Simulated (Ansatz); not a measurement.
# CH4 on BaTiO3(001): molecular dynamics

Purpose: to shoot the molecule at the surface and see whether it bounces, sticks or breaks. Runs: 160 steps of 0.5 fs at constant energy. The slab cell is 1×1, and the molecule starts well above it. It comes in with 0.8 eV at 40° from the normal, on a surface at rest.

Method: DFT PBEsol, plane waves, PAW, scalar-relativistic, no spin polarisation, in Ansatz 0.2.0.

**1. The system as given**

The cell holds 20 atoms (CH4Ba3O9Ti3): a = 5.655 Å, b = 5.655 Å, c = 19.722 Å, α = 90.00°, β = 90.00°, γ = 120.00°.

The coordinates stand in the first input below.

**2. Dynamics**

160 steps of 0.5 fs at constant energy.

File input.yaml:

```yaml
accuracy: low
crystal:
  lattice:
    - [5.654684, 0.0, 0.0]
    - [-2.827342, 4.8971, 0.0]
    - [0.0, 0.0, 19.721663]
  atoms:
    - { symbol: Ba, position: [0.0, 0.0, 0.0507057] }
    - { symbol: Ti, position: [0.3333333, 0.6666667, 0.1057109] }
    - { symbol: O, position: [0.4971, 0.9942, 0.0557136] }
    - { symbol: O, position: [0.0058, 0.5029, 0.0557136] }
    - { symbol: O, position: [0.4971, 0.5029, 0.0557136] }
    - { symbol: Ba, position: [0.6666667, 0.3333333, 0.1682634] }
    - { symbol: Ti, position: [0.0, 0.0, 0.2232686] }
    - { symbol: O, position: [0.1637667, 0.3275333, 0.1732713] }
    - { symbol: O, position: [0.6724667, 0.8362333, 0.1732713] }
    - { symbol: O, position: [0.1637667, 0.8362333, 0.1732713] }
    - { symbol: Ba, position: [0.3333333, 0.6666667, 0.2858211] }
    - { symbol: Ti, position: [0.6666667, 0.3333333, 0.3408264] }
    - { symbol: O, position: [0.8304333, 0.6608667, 0.2908291] }
    - { symbol: O, position: [0.3391333, 0.1695667, 0.2908291] }
    - { symbol: O, position: [0.8304333, 0.1695667, 0.2908291] }
    - { symbol: C, position: [0.7708136, 0.4982929, 0.628466] }
    - { symbol: H, position: [0.5874715, 0.4958845, 0.610212] }
    - { symbol: H, position: [0.7743128, 0.3177805, 0.610212] }
    - { symbol: H, position: [0.9524366, 0.6812371, 0.610212] }
    - { symbol: H, position: [0.7708136, 0.4982929, 0.6837352] }
basis:
  ecutwfc: 420.0
kpoints:
  mp_grid: { grid: [2, 2, 1] }
hamiltonian:
  xc: pbesol
scf:
  occupations: { method: fermi_dirac, width: 0.05 }
  lower_state_search: "off"
md:
  timestep: 0.5
  n_steps: 160
  ensemble: nve
  initial_velocities: zero
  seed: 792709
  initial_site_velocities:
    - { site: 15, velocity: [0.01994, 0.0, -0.023763] }
    - { site: 16, velocity: [0.01994, 0.0, -0.023763] }
    - { site: 17, velocity: [0.01994, 0.0, -0.023763] }
    - { site: 18, velocity: [0.01994, 0.0, -0.023763] }
    - { site: 19, velocity: [0.01994, 0.0, -0.023763] }
  constraints: [{ sites: [0, 1, 2, 3, 4] }]
```

Run with:

```bash
ansatz run input.yaml --threads 1 --pin off --max-ram 3072MiB --backend cpu --events-out ev --progress --plain --runs-dir out
```

**Question.** What will these runs give? Wanted: lowest height of the centre of mass; shortest distance to a slab atom; temperature, first and last step; temperature, second half; potential energy, second half; largest change of the total energy; mean square displacement, second half.

As calculated:

| quantity | value |
| --- | --- |
| lowest height of the centre of mass | 3.75 Å over the top layer's first level, at 80.0 fs |
| shortest distance to a slab atom | 3.66 Å |
| length | 160 steps of 0.5 fs |
| temperature, first and last step | 413 and 897 K |
| temperature, second half | mean 991 K, from 763 to 1214 K |
| potential energy, second half | -56 meV/atom from the start |
| largest change of the total energy | 0.06 meV/atom |
| mean square displacement, second half | C 3.6, H 3.6, O 0.129, Ti 0.053 Å² |

The molecule's centre of mass comes down from 5.67 Å to 3.75 Å and is still falling when the run ends, so its fate is open. Its shortest distance to a slab atom is 3.66 Å. The total energy strays from its start by at most 0.06 meV/atom, under 0.1 % of the mean kinetic energy, so a step of 0.5 fs is short enough over this time. The printed temperature only measures the kinetic energy here. Kinetic energy grows to 1.8 eV on average, more than the molecule brought: the slab or molecule was not relaxed and heats itself. The run is too short to decide the outcome. 80 fs on 20 atoms is far too short and small for converged averages. The nuclei move classically, without zero-point motion, which matters most for hydrogen. The settings are cheap ones for dynamics (low accuracy level or one k-point).
